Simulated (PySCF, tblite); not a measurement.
**C₅H₈FO₂−: dynamics, then NMR shifts on frames, part 1 of 2**

How do NMR shifts of C₅H₈FO₂− (`CC(C)[C@H](F)C(=O)[O-]`) change as the atoms move?

Programs: tblite 0.8.0 and PySCF 2.14.0, with density-fitted response routines of our own. Each step states its level of theory. These are calculated values for one molecule in the gas phase, unless marked as measured. Atoms are numbered from 0 throughout.

**1. Starting geometry**

16 atoms, charge -1, multiplicity 1; geometry from: GFN2-xTB.

Bonds of the start (Å): C0–C1 1.53, C1–C2 1.53, C1–C3 1.52, C3–F4 1.40, C3–C5 1.61, C5–O6 1.23, C5–O7 1.23, C0–H8 1.09, C0–H9 1.09, C0–H10 1.09, C1–H11 1.10, C2–H12 1.09, C2–H13 1.09, C2–H14 1.09, C3–H15 1.10.

**2. Thermal motion with GFN2-xTB**

The job: settings as JSON, then the geometry in Å.

```
{"job": {"kind": "md", "xc": "GFN2-xTB", "basis": "xTB", "temperature": 200, "steps": 2000, "every": 50, "frames": 5}, "charge": -1, "multiplicity": 1}
C     -1.310695    -1.041075     0.757639
C     -0.365047     0.086250     0.341468
C     -0.861454     0.770519    -0.928014
C      1.056985    -0.419775     0.124116
F      1.480667    -1.079546     1.285701
C      2.051065     0.798484    -0.220692
O      2.662988     0.664105    -1.284238
O      2.050441     1.724743     0.591574
H     -2.304493    -0.649477     0.977449
H     -1.396552    -1.775855    -0.043082
H     -0.930797    -1.541167     1.645770
H     -0.308360     0.826670     1.147454
H     -0.892074     0.060648    -1.753969
H     -1.861097     1.180376    -0.780942
H     -0.184843     1.576399    -1.197733
H      1.105666    -1.172355    -0.673910
```

Level: GFN2-xTB Langevin dynamics, gas phase.

Launch:

```
$ OMP_NUM_THREADS=1 python probes_run.py task.json out
```

The driver reads the jobs from task.json and runs them one after another.

What it wrote:

```text
t/fs     T/K      E/eV
    0.0   162.6   -759.13853
   25.0    98.9   -758.95452
   50.0   135.1   -758.98437
   75.0   155.1   -758.92213
  100.0   134.6   -758.93137
  125.0   113.4   -758.82874
  150.0   181.6   -758.88558
  175.0   103.1   -758.75463
  200.0   164.5   -758.79203
  225.0   195.7   -758.83543
  250.0   182.7   -758.75453
  275.0   183.3   -758.74118
  300.0   213.6   -758.76759
  325.0   193.3   -758.74261
  350.0   212.1   -758.84328
  375.0   193.2   -758.72110
  400.0   163.2   -758.77959
  425.0   201.6   -758.83324
  450.0   161.9   -758.68702
  475.0   228.0   -758.75532
  500.0   241.4   -758.81018
  525.0   268.2   -758.78645
  550.0   277.6   -758.81255
  575.0   306.3   -758.82088
  600.0   284.4   -758.82989
  625.0   244.6   -758.73292
  650.0   247.7   -758.79915
  675.0   161.9   -758.80356
  700.0   131.5   -758.70345
  725.0   195.5   -758.82389
  750.0   131.6   -758.74042
  775.0   207.0   -758.87184
  800.0   216.3   -758.77716
  825.0   175.5   -758.65985
  850.0   147.6   -758.75798
  875.0   210.7   -758.80837
  900.0   195.0   -758.79801
  925.0   220.8   -758.79459
  950.0   230.2   -758.72517
  975.0   209.6   -758.72088
 1000.0   208.2   -758.88428
```

It took 51 s on 1 thread of Intel Xeon at 2.50GHz, shared host; peak memory 0.19 GiB.

Distance from the start (root mean square after alignment): 0 fs 0.00 Å, 200 fs 0.27 Å, 400 fs 0.22 Å, 600 fs 0.27 Å, 800 fs 0.28 Å, 1000 fs 0.28 Å.

Positions (Å) and forces (eV/Å) at 1000 fs:

```xyz
16

C    -1.601   -0.939    1.814    1.437   -1.036   -1.975
C    -0.769    0.262    1.353    0.048    0.463    0.493
C    -1.623    1.211    0.529    0.690    0.811    0.253
C     0.502   -0.031    0.542   -0.105   -0.092   -0.232
F     1.149   -1.174    0.995   -0.073   -0.398    0.351
C     1.645    1.126    0.580   -0.270    1.027    1.009
O     2.404    1.084   -0.399   -0.388    0.253    0.761
O     1.592    1.896    1.584    0.218   -1.296   -1.840
H    -2.487   -0.679    2.308   -0.966    0.590    0.912
H    -1.915   -1.472    0.886    0.206   -0.023    0.572
H    -0.977   -1.611    2.410   -0.279    0.112   -0.074
H    -0.467    0.811    2.245    0.336    0.074    0.182
H    -2.013    0.687   -0.310   -0.494   -0.271   -0.738
H    -2.416    1.671    1.110   -0.192   -0.172    0.084
H    -0.981    2.030    0.177   -0.155   -0.226   -0.009
H     0.264   -0.271   -0.515   -0.012    0.182    0.250
```

**3. Shielding tensors: 250 fs, PBE0/pcSseg-1**

The job: settings as JSON, then the geometry in Å.

```
{"job": {"kind": "nmr", "xc": "PBE0", "basis": "pcSseg-1", "pop": false}, "charge": -1, "multiplicity": 1}
C     -1.629200    -1.094600     1.017900
C     -0.683300     0.012400     0.689400
C     -1.152600     0.915100    -0.502600
C      0.708200    -0.520200     0.414400
F      1.227500    -0.870200     1.667200
C      1.681900     0.499500    -0.442900
O      1.926600     0.146200    -1.579100
O      1.965600     1.494600     0.190600
H     -2.488700    -0.753200     1.582900
H     -1.902000    -1.654700     0.074800
H     -1.099200    -1.838800     1.599300
H     -0.555100     0.686200     1.559900
H     -1.296200     0.404200    -1.394600
H     -2.035400     1.410000    -0.115700
H     -0.318200     1.646400    -0.627800
H      0.702000    -1.479200    -0.144900
```

With the program's defaults for keys left out, this is: GIAO PBE0/pcSseg-1 NMR shielding, non-relativistic, gas phase.

What it wrote:

```text
coarse grid: 13648 points
cycle   1  E = -444.8303252883  dE =  1.045e+00  |g| = 1.153e+00  |ddm| = 3.461e+00
cycle   2  E = -444.5092528048  dE =  3.211e-01  |g| = 1.795e+00  |ddm| = 2.897e+00
cycle   3  E = -445.0724567853  dE = -5.632e-01  |g| = 1.581e-01  |ddm| = 1.972e+00
cycle   4  E = -445.0778930796  dE = -5.436e-03  |g| = 5.332e-02  |ddm| = 2.017e-01
cycle   5  E = -445.0784791238  dE = -5.860e-04  |g| = 1.955e-02  |ddm| = 5.631e-02
cycle   6  E = -445.0785423386  dE = -6.321e-05  |g| = 8.043e-03  |ddm| = 2.008e-02
cycle   7  E = -445.0785531012  dE = -1.076e-05  |g| = 2.267e-03  |ddm| = 7.527e-03
cycle   8  E = -445.0785541833  dE = -1.082e-06  |g| = 3.826e-04  |ddm| = 2.315e-03
final grid: 133040 points
cycle   9  E = -445.1550446101  dE = -3.638e-05  |g| = 1.225e-02  |ddm| = 2.942e-02
cycle  10  E = -445.1550066881  dE =  3.792e-05  |g| = 1.887e-02  |ddm| = 2.401e-02
cycle  11  E = -445.1550738664  dE = -6.718e-05  |g| = 1.246e-03  |ddm| = 1.473e-02
cycle  12  E = -445.1550741777  dE = -3.113e-07  |g| = 2.243e-04  |ddm| = 9.928e-04
cycle  13  E = -445.1550741892  dE = -1.151e-08  |g| = 6.584e-05  |ddm| = 2.719e-04
cycle  14  E = -445.1550741899  dE = -7.435e-10  |g| = 3.467e-05  |ddm| = 8.474e-05
cycle  15  E = -445.1550741901  dE = -1.977e-10  |g| = 1.252e-05  |ddm| = 3.303e-05
converged SCF energy = -445.1550741901

GIAO shielding tensors (ppm)
atom      isotropic    diamagn.    paramagn.     s11        s22        s33       span
  0 C      162.331     248.598     -86.267    144.872    156.782    185.339     40.467
  1 C      148.726     248.427     -99.701    131.759    152.689    161.729     29.970
  2 C      165.717     249.219     -83.502    145.951    164.728    186.474     40.523
  3 C       71.968     247.054    -175.086     57.883     69.529     88.491     30.608
  4 F      379.112     475.829     -96.717    350.763    380.487    406.086     55.323
  5 C       23.111     246.211    -223.100    -69.154     56.099     82.387    151.541
  6 O       10.933     407.206    -396.272   -169.626     -4.508    206.934    376.559
  7 O       37.337     407.199    -369.862   -150.555     -2.761    265.327    415.882
  8 H       30.726      30.175       0.551     26.342     28.263     37.574     11.232
  9 H       30.323      30.061       0.262     26.808     28.428     35.733      8.925
 10 H       30.117      30.898      -0.781     25.575     29.702     35.074      9.498
 11 H       30.012      33.185      -3.174     27.446     28.363     34.225      6.779
 12 H       32.245      33.294      -1.049     29.137     30.349     37.249      8.112
 13 H       31.287      31.284       0.003     27.133     29.176     37.552     10.419
 14 H       28.361      30.427      -2.067     22.863     28.405     33.814     10.951
 15 H       27.744      33.482      -5.738     25.170     27.801     30.262      5.092
```

Wall time 1.9 min (1 thread of Intel Xeon at 2.50GHz, shared host); peak memory 0.8 GiB.

The references, computed at this level on geometries of the same kind, shield at (ppm): 1H TMS 31.72, 13C TMS 186.9, 19F CFCl3 170.9, 17O H2O 336.1. Their shielding less the atom's gives the shift. The references are single molecules in the gas phase, so shifts against H2O, NH3, PH3, H3PO4 or CFCl3 are not on the usual liquid scales and can be off by tens of ppm. Each atom is listed at this fixed geometry, with no averaging over motion; a spectrum would average atoms that exchange fast.

```csv
atoms,environment,σ (ppm),δ (ppm)
C5,carboxylate carbon,23.1,163.8
C3,"sp3 CH bonded to F, α to a carbonyl",72.0,115.0
C1,sp3 CH,148.7,38.2
C0,methyl carbon,162.3,24.6
C2,methyl carbon,165.7,21.2
H15,"hydrogen on an sp3 CH bonded to F, α to a carbonyl",27.74,3.97
H14,hydrogen on a methyl carbon,28.36,3.36
H11,hydrogen on an sp3 CH,30.01,1.71
H10,hydrogen on a methyl carbon,30.12,1.60
H9,hydrogen on a methyl carbon,30.32,1.39
H8,hydrogen on a methyl carbon,30.73,0.99
H13,hydrogen on a methyl carbon,31.29,0.43
H12,hydrogen on a methyl carbon,32.25,-0.53
F4,fluorine on an sp3 carbon,379.1,-208.2
O6,carboxylate oxygen,10.9,325.1
O7,carboxylate oxygen,37.3,298.7
```

**4. Nuclear shieldings: 425 fs, PBE0/pcSseg-1**

The job: settings as JSON, then the geometry in Å.

```
{"job": {"kind": "nmr", "xc": "PBE0", "basis": "pcSseg-1", "pop": false}, "charge": -1, "multiplicity": 1}
C     -1.998500    -1.013400     1.489600
C     -1.095800     0.067500     0.875700
C     -1.641700     0.676700    -0.397800
C      0.312800    -0.604000     0.664600
F      0.843800    -0.962500     1.912200
C      1.361700     0.386300    -0.045800
O      1.480400     0.075300    -1.231700
O      1.824500     1.290500     0.598000
H     -2.886700    -0.625700     1.983800
H     -2.402800    -1.596400     0.663300
H     -1.481500    -1.585900     2.228700
H     -0.940400     0.928900     1.509000
H     -2.075100    -0.084100    -1.077700
H     -2.439100     1.337600    -0.124400
H     -0.861500     1.204400    -0.939600
H      0.199100    -1.539700     0.051800
```

Method: GIAO PBE0/pcSseg-1 NMR shielding, non-relativistic, gas phase.

What it wrote:

```text
coarse grid: 13648 points
cycle   1  E = -444.8317572828  dE =  1.020e+00  |g| = 1.160e+00  |ddm| = 3.439e+00
cycle   2  E = -444.4981017069  dE =  3.337e-01  |g| = 1.814e+00  |ddm| = 2.882e+00
cycle   3  E = -445.0777639247  dE = -5.797e-01  |g| = 1.572e-01  |ddm| = 1.976e+00
cycle   4  E = -445.0831598745  dE = -5.396e-03  |g| = 5.261e-02  |ddm| = 2.034e-01
cycle   5  E = -445.0837929854  dE = -6.331e-04  |g| = 1.082e-02  |ddm| = 5.374e-02
cycle   6  E = -445.0838157789  dE = -2.279e-05  |g| = 4.528e-03  |ddm| = 1.333e-02
cycle   7  E = -445.0838195320  dE = -3.753e-06  |g| = 1.714e-03  |ddm| = 4.612e-03
final grid: 133040 points
cycle   8  E = -445.1603290520  dE = -3.625e-05  |g| = 1.305e-02  |ddm| = 3.142e-02
cycle   9  E = -445.1602802087  dE =  4.884e-05  |g| = 2.088e-02  |ddm| = 2.563e-02
cycle  10  E = -445.1603615106  dE = -8.130e-05  |g| = 2.262e-03  |ddm| = 1.627e-02
cycle  11  E = -445.1603624689  dE = -9.583e-07  |g| = 5.543e-04  |ddm| = 1.992e-03
cycle  12  E = -445.1603625157  dE = -4.677e-08  |g| = 2.138e-04  |ddm| = 5.289e-04
cycle  13  E = -445.1603625247  dE = -9.092e-09  |g| = 2.804e-05  |ddm| = 1.646e-04
cycle  14  E = -445.1603625249  dE = -1.563e-10  |g| = 1.045e-05  |ddm| = 3.772e-05
converged SCF energy = -445.1603625249

GIAO shielding tensors (ppm)
atom      isotropic    diamagn.    paramagn.     s11        s22        s33       span
  0 C      166.373     245.783     -79.409    146.993    160.288    191.839     44.845
  1 C      152.282     247.814     -95.531    138.020    152.957    165.870     27.851
  2 C      165.370     247.168     -81.798    145.998    163.448    186.662     40.665
  3 C       72.696     249.124    -176.428     56.309     59.565    102.215     45.906
  4 F      385.845     474.687     -88.842    364.194    374.639    418.701     54.507
  5 C       22.139     245.096    -222.958    -68.608     61.558     73.466    142.074
  6 O      -11.945     408.753    -420.698   -232.931    -11.142    208.237    441.168
  7 O       44.896     405.910    -361.014   -136.630     -8.782    280.101    416.731
  8 H       31.115      29.179       1.936     27.254     28.269     37.821     10.567
  9 H       31.510      30.405       1.106     27.818     29.831     36.882      9.064
 10 H       30.406      30.250       0.155     25.070     30.220     35.928     10.858
 11 H       30.285      33.321      -3.036     27.642     28.342     34.870      7.228
 12 H       31.216      31.066       0.150     28.078     28.821     36.749      8.671
 13 H       31.372      30.973       0.399     27.236     29.008     37.872     10.636
 14 H       29.479      30.895      -1.416     24.137     29.309     34.991     10.854
 15 H       27.327      32.941      -5.613     23.955     27.923     30.105      6.150
```

Wall time 88 s (1 thread of Intel Xeon at 2.50GHz, shared host); peak memory 0.82 GiB.

In short: δ C5 164.8, C3 114.2, C1 34.6, C2 21.6, H15 4.39, H14 2.24 ppm.

(Continued in part 2 of 2.)
